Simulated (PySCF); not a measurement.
# Rh (Rh5+): the cost of one run

Programs: PySCF 2.14.0, with routines of our own; each step states its level. All values are computed. Atoms count from 0.

## 1. The starting structure

1 atom, charge 5, states of the metal's open shell are computed; geometry from: free ion.

## 2. Ligand-field states: state-averaged CASSCF

What the job is given:

```
{"job": {"kind": "lf", "basis": {"metal": "x2c-TZVPall", "ligand": "x2c-SVPall"}, "nevpt": true}, "charge": 5, "metal": "Rh", "open_shell": "d4"}
Rh     0.000000     0.000000     0.000000
```

Method: state-averaged CASSCF of the metal d shell, SC-NEVPT2 on the averaged canonical orbitals, state-interaction spin-orbit coupling.

The run is started by

```
$ OMP_NUM_THREADS=1 python lf_run.py task.json out
```

One launch serves the whole session: the jobs run in the order shown.

Q: Estimate the wall time and peak memory of this first job on 1 thread of AMD EPYC 7R43, shared host.

About 7.4 s, with a peak of 0.2 GiB.
